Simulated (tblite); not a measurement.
# C4H10GeSi: the cost of one run

Programs: tblite 0.8.0 and PySCF 2.14.0, with density-fitted response routines of our own. Each step states its level of theory. These are calculated values for one molecule in the gas phase, unless marked as measured. Atoms are numbered from 0 throughout.

## 1. Starting geometry

16 atoms, charge 0, multiplicity 1; geometry from: force field or distance geometry start.

Bonds of the start (Å): C0–C1 1.49, C1–C2 1.20, C2–Ge3 1.90, Ge3–C4 1.92, C4–Si5 1.87, C0–H6 1.09, C0–H7 1.11, C0–H8 1.11, Ge3–H9 1.56, Ge3–H10 1.57, C4–H11 1.10, C4–H12 1.11, Si5–H13 1.47, Si5–H14 1.49, Si5–H15 1.44.

## 2. Geometry optimisation with GFN2-xTB

Job settings and geometry (Å):

```
{"job": {"kind": "relax", "xc": "GFN2-xTB", "basis": "xTB"}, "charge": 0, "multiplicity": 1}
C      3.816200     0.155100     0.332300
C      2.379100    -0.224200     0.467200
C      1.229100    -0.533300     0.611100
Ge    -0.606600    -1.001900     0.803100
C     -1.719800    -0.288800    -0.590600
Si    -2.823600     1.021300     0.152500
H      4.292800    -0.634400    -0.254300
H      4.291000     0.263000     1.325100
H      3.881300     1.148800    -0.159700
H     -0.703500    -2.558900     0.854800
H     -1.176700    -0.446300     2.157700
H     -1.144200     0.098900    -1.446700
H     -2.400300    -1.076300    -0.964400
H     -4.029000     0.439400     0.748200
H     -2.026600     1.616500     1.264000
H     -3.266900     2.029900    -0.776800
```

On the command line:

```bash
OMP_NUM_THREADS=1 python probes_run.py task.json out
```

The driver reads the jobs from task.json and runs them one after another.

**Question.** How long does this first job take on 1 thread of Intel Xeon at 2.50GHz, shared host, and how much memory does it need?

About 4 s, with a peak of 0.18 GiB.
